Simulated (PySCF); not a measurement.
# C3H9BOSi: the cost of one run

Programs: PySCF 2.14.0, with density-fitted response routines of our own. Each step states its level of theory. These are calculated values for one molecule in the gas phase, unless marked as measured. Atoms count from 0, in the outputs and in this text.

## 1. The starting structure

15 atoms, charge 0, multiplicity 1; geometry from: GFN2-xTB.

Bonds of the start (Å): C0–C1 1.20, C1–B2 1.54, B2–O3 1.68, O3–C4 1.41, O3–Si5 1.66, C0–H6 1.05, B2–H7 1.19, B2–H8 1.19, C4–H9 1.09, C4–H10 1.09, C4–H11 1.09, Si5–H12 1.47, Si5–H13 1.46, Si5–H14 1.45.

## 2. Excited states and response: CAM-B3LYP/def2-SVPD

Job settings and geometry (Å):

```
{"job": {"kind": "uv", "xc": "CAM-B3LYP", "basis": "def2-SVPD", "nstates": 8, "ntriplets": 3}, "charge": 0, "multiplicity": 1}
C      2.708441     0.533396    -0.739552
C      1.890285    -0.160425    -0.196867
B      0.799996    -1.019385     0.480296
O     -0.644132    -0.239015     0.132045
C     -0.903609    -0.198441    -1.250437
Si    -1.324935     0.738680     1.284295
H      3.445504     1.125521    -1.203030
H      0.845921    -0.992528     1.668944
H      0.663811    -2.102648     0.007894
H     -1.833825     0.333154    -1.451017
H     -0.979063    -1.222461    -1.620053
H     -0.076253     0.297578    -1.762884
H     -2.548612     1.218980     0.634660
H     -0.432307     1.849628     1.598108
H     -1.615635    -0.154044     2.395686
```

Method: TDDFT CAM-B3LYP/def2-SVPD, vertical, gas phase, core orbitals frozen in the response.

Command:

```console
OMP_NUM_THREADS=1 python probes_run.py task.json out
```

This one command runs all jobs of the session in turn.

**Question.** How long does this job take on 1 thread of Arm Neoverse N1, shared host, and how much memory does it need?

About 59 s, with a peak of 0.9 GiB.
